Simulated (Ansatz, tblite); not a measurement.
# The cluster PAu₄−: rung by rung

One table from this session's results is given with a row withheld; the runs are named, their logs left out.

Method: as each input shows; program: Ansatz 0.2.0, Gaussian basis.

Plan: GFN1-xTB, GFN2-xTB, PBE-D4/def2-TZVPD, r2SCAN-D4/def2-TZVPD, B97M-V/def2-TZVPD, ωB97X-V/def2-TZVPD, B3LYP-D4/def2-TZVPD, CCSD(T)/def2-SVPD, MP2/def2-TZVPD.

3 further runs of the same task are left out: 3 set aside as unsound or not needed. Runs told in other sessions of the task aren't counted.

## The relaxed structure

The geometry is that of the singlet, from an earlier relaxation (B3LYP-D4/def2-SVPD). At that level it is the lowest of the isomers that a small search found.

5 atoms, charge -1, spin multiplicity 1.

Bond lengths: P1–Au3 2.325 Å, P1–Au4 2.325 Å, P1–Au5 2.331 Å, Au2–Au5 2.647 Å. Angles: Au3–P1–Au4 92.7°, Au3–P1–Au5 96.8°, Au4–P1–Au5 96.8°, P1–Au5–Au2 175.0°.

Au takes a core potential in the def2 sets. No spin-orbit coupling is included. The ion is computed in the gas phase, without counter-ions or solvent.

PBE0-D4/def2-TZVPD was run before; its log isn't repeated, and its numbers join the tables.

The first run:

Tight binding, by tblite at 300 K electronic temperature and without a spin-polarisation term:

```python
tblite.interface.Calculator('GFN1-xTB', numbers, positions, charge=-1, uhf=0).singlepoint()
```

Tight binding, by tblite at 300 K electronic temperature and without a spin-polarisation term:

```python
tblite.interface.Calculator('GFN2-xTB', numbers, positions, charge=-1, uhf=0).singlepoint()
```

start.molden holds the orbitals of an earlier run on this state, given as this run's starting guess.

The input, in.yaml:

```yaml
crystal:
  periodic: [false, false, false]
  atoms:
    - {symbol: P, position_ang: [-0.645367, -1.114585, 0.712393]}
    - {symbol: Au, position_ang: [1.667218, 3.281751, 0.458458]}
    - {symbol: Au, position_ang: [-2.219841, -0.776391, -0.964324]}
    - {symbol: Au, position_ang: [0.755413, -2.325827, -0.693108]}
    - {symbol: Au, position_ang: [0.442587, 0.935052, 0.486581]}
basis:
  gaussian: {orbitals: def2-TZVPD, initial_orbitals: start.molden}
total_charge: -1
hamiltonian: {xc: pbe, dispersion: d4}
scf: {omitted_lower_state_checks: [starts]}
output: {forces: true, orbitals: {seedname: orbitals}}
```

Command:

```
ansatz run in.yaml --threads 4 --pin off --events-out ev --progress --plain --max-ram 4787MiB
```

Steps of the session up to this table: PBE-D4/def2-TZVPD; r2SCAN-D4/def2-TZVPD; B97M-V/def2-TZVPD; ωB97X-V/def2-TZVPD; B3LYP-D4/def2-TZVPD; CCSD(T)/def2-SVPD; MP2/def2-TZVPD.

One table of the session follows, with a row left open; its other results are not shown here.

It belongs to the step «Levels side by side». 

```
               level  HOMO (eV)  LUMO (eV)  gap (eV)
   PBE-D4/def2-TZVPD      -1.32       0.11      1.43
r2SCAN-D4/def2-TZVPD      -1.44       0.25      1.69
   B97M-V/def2-TZVPD      -1.22       0.11      1.33
 B3LYP-D4/def2-TZVPD      -1.86       0.57      2.42
  PBE0-D4/def2-TZVPD      -1.92       0.83      2.76
  ωB97X-V/def2-TZVPD          ?          ?         ?
```

**Question.** Estimate the row for ωB97X-V/def2-TZVPD.

**Answer.** HOMO (eV): -3.63; LUMO (eV): 2.56; gap (eV): 6.18. In the column «HOMO (eV)» it is the lowest.
